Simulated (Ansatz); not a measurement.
**CHClFNO₂Zr: vertical ionisation energy**

One table from this session's results is given with a row withheld; the runs are named, their logs left out.

The runs use Ansatz 0.2.0, Gaussian basis; unrestricted cation, the program's frozen cores in correlated methods.

Levels to be run: UKS PBE-D4/def2-TZVPP; UKS r2SCAN-D4/def2-TZVPP; UKS PBE0-D4/def2-TZVPP; UKS B3LYP-D4/def2-TZVPP; UKS wB97X-V/def2-TZVPP; UKS wB97M-V/def2-TZVPP; UKS B2PLYP/def2-TZVPP; UHF-CCSD(T)/def2-TZVPP; UHF-MP2/def2-QZVPP; extrapolation to the limit; then −ε(HOMO) from the neutral's earlier runs with LDA (SPW92), PBE-D4, revPBE-D4, BLYP-D4, r2SCAN-D4, B97M-V, PBE0-D4, B3LYP-D4, r2SCANh-D4, r2SCAN0-D4, HSE06-D4, BHLYP-D4, CAM-B3LYP-D4, LC-ωPBE, ωB97X-V, ωB97M-V.

### The relaxed structure

All runs share one geometry, relaxed beforehand with PBE0-D4 in a triple-zeta def2 set. Zr takes the def2 core potential; no spin-orbit term is included.

SMILES `O=C=[N][Zr]([OH])([F])[Cl]`, 8 atoms, charge 0, spin multiplicity 1.

Atoms are counted from 1 here; the program's logs count them from 0.

Bond lengths: O1–C2 1.163 Å, C2–N3 1.203 Å, N3–Zr4 2.031 Å, Zr4–O5 1.889 Å, Zr4–F6 1.895 Å, Zr4–Cl7 2.350 Å, O5–H8 0.953 Å. Angles: O1–C2–N3 179.8°, C2–N3–Zr4 176.8°, N3–Zr4–O5 109.6°, N3–Zr4–F6 109.1°, N3–Zr4–Cl7 109.4°, O5–Zr4–F6 109.1°, O5–Zr4–Cl7 109.9°, F6–Zr4–Cl7 109.7°, Zr4–O5–H8 178.1°.

As a file:

```
O    -1.9859   -2.6543    1.3163
C    -1.2863   -1.7795    1.0039
N    -0.5611   -0.8745    0.6845
Zr    0.6161    0.6508    0.0417
O     0.0904    1.1666   -1.6982
F     0.4154    2.1260    1.2146
Cl    2.8603   -0.0475    0.0250
H    -0.1490    1.4124   -2.5878
```

The first run:

File in.yaml:

```yaml
crystal:
  periodic: [false, false, false]
  atoms:
    - {symbol: O, position_ang: [-1.985882, -2.654269, 1.316304]}
    - {symbol: C, position_ang: [-1.286305, -1.779529, 1.003947]}
    - {symbol: N, position_ang: [-0.561100, -0.874498, 0.684490]}
    - {symbol: Zr, position_ang: [0.616105, 0.650765, 0.041728]}
    - {symbol: O, position_ang: [0.090396, 1.166574, -1.698247]}
    - {symbol: F, position_ang: [0.415383, 2.126047, 1.214593]}
    - {symbol: Cl, position_ang: [2.860347, -0.047501, 0.024985]}
    - {symbol: H, position_ang: [-0.148955, 1.412412, -2.587800]}
basis:
  gaussian: {orbitals: def2-TZVPP}
total_charge: 1
magnetization: {spin_polarized: true, initial_magnetization: 1}
hamiltonian: {xc: pbe, dispersion: d4}
```

Started as:

```console
ansatz run in.yaml --threads 2 --pin off --events-out ev --progress --plain --max-ram 32768MiB --backend cpu
```

Among the steps run: Cation, UKS PBE-D4/def2-TZVPP; Cation, UKS r2SCAN-D4/def2-TZVPP; Cation, UKS PBE0-D4/def2-TZVPP; Cation, UKS B3LYP-D4/def2-TZVPP; Cation, UKS wB97X-V/def2-TZVPP; Cation, UKS wB97M-V/def2-TZVPP; Cation, UKS B2PLYP (frozen core)/def2-TZVPP; Cation, UHF-CCSD(T)/def2-TZVPP; Cation, UHF-MP2/def2-QZVPP.

One table of the session follows, with a row left open; its other results are not shown here.

It belongs to the step «Ionisation energies side by side». Orbital estimates, from the neutral's runs:

| functional | −ε(HOMO) (eV) |
| --- | --- |
| LDA (SPW92) | 7.80 |
| PBE-D4 | 7.56 |
| revPBE-D4 | 7.47 |
| BLYP-D4 | 7.42 |
| r2SCAN-D4 | 7.89 |
| B97M-V | 7.90 |
| PBE0-D4 | 8.96 |
| B3LYP-D4 | 8.70 |
| r2SCANh-D4 | 8.41 |
| r2SCAN0-D4 | 9.20 |
| HSE06-D4 | ? |
| BHLYP-D4 | 10.25 |
| CAM-B3LYP-D4 | 10.30 |
| LC-ωPBE | 11.62 |
| ωB97X-V | 11.26 |
| ωB97M-V | 11.16 |

Estimate the missing values for HSE06-D4.

**Answer.** −ε(HOMO) (eV): 8.56. In the column «−ε(HOMO) (eV)» it lies between r2SCANh-D4 (8.41) and B3LYP-D4 (8.70).
